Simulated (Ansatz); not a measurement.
# TiO2: the cost of one run

Method: DFT PBE+U, PAW, plane waves, scalar-relativistic; U − J = 5.9 eV on Ti d, in Ansatz 0.2.0.

## Step 1: The system as given

It takes space group I4_1/amd (No. 141, tetragonal). The conventional cell has a = 3.784 Å, b = 3.784 Å, c = 9.515 Å, α = 90.00°, β = 90.00°, γ = 90.00°. Ti (site symmetry -4m2) is surrounded by 6 O at 1.93 to 1.98 Å. Around O (site symmetry 2mm) lie 3 Ti at 1.93 to 1.98 Å.

Structure file:

```cif
data_structure
_symmetry_space_group_name_H-M 'I4_1/amd:1'
_symmetry_Int_Tables_number 141
_cell_length_a 3.7842
_cell_length_b 3.7842
_cell_length_c 9.5146
_cell_angle_alpha 90.000
_cell_angle_beta 90.000
_cell_angle_gamma 90.000
_cell_volume 136.25
loop_
_atom_site_label
_atom_site_type_symbol
_atom_site_symmetry_multiplicity
_atom_site_Wyckoff_symbol
_atom_site_fract_x
_atom_site_fract_y
_atom_site_fract_z
_atom_site_occupancy
Ti1 Ti 4 a 0.00000 0.00000 0.00000 1
O1 O 8 e 0.00000 0.00000 0.20810 1
```

Labels such as O6 number the atoms in the order of the input file.

Planned first: parallel moments, plain SCF; opposed moments +-, plain SCF; no spin polarisation; spin on, no moments given (the program may seed its own), plain SCF. What is tried next depends on their ends.

“Plain SCF” means no search for lower states. 

Moments by site are taken inside atomic spheres; the rest lies between them.

## Step 2: Parallel moments, plain SCF

input.yaml reads:

```yaml
crystal:
  lattice:
    - [-1.8921, 1.8921, 4.7573]
    - [1.8921, -1.8921, 4.7573]
    - [1.8921, 1.8921, -4.7573]
  atoms:
    - { symbol: Ti, position: [0.0, 0.0, 0.0], spin: 1.0 }
    - { symbol: Ti, position: [0.75, 0.25, 0.5], spin: 1.0 }
    - { symbol: O, position: [0.2081, 0.2081, 0.0] }
    - { symbol: O, position: [0.9581, 0.4581, 0.5] }
    - { symbol: O, position: [0.5419, 0.0419, 0.5] }
    - { symbol: O, position: [0.7919, 0.7919, 0.0] }
magnetization:
  spin_polarized: true
hamiltonian:
  xc: pbe
  pseudopotentials: { kind: paw }
  hubbard: { sites: [{ species: Ti, l: d, u_eff: 5.9 }] }
basis:
  ecutwfc: 420
kpoints:
  mp_grid: { grid: [5, 5, 7] }
scf:
  occupations: { method: fermi_dirac, width: 0.05 }
  lower_state_search: "off"
output:
  forces: true
  stress: true
```

Q: Estimate wall time and peak memory on 2 threads of an Arm CPU, shared host.

About 25 s, with a peak of 0.59 GiB.
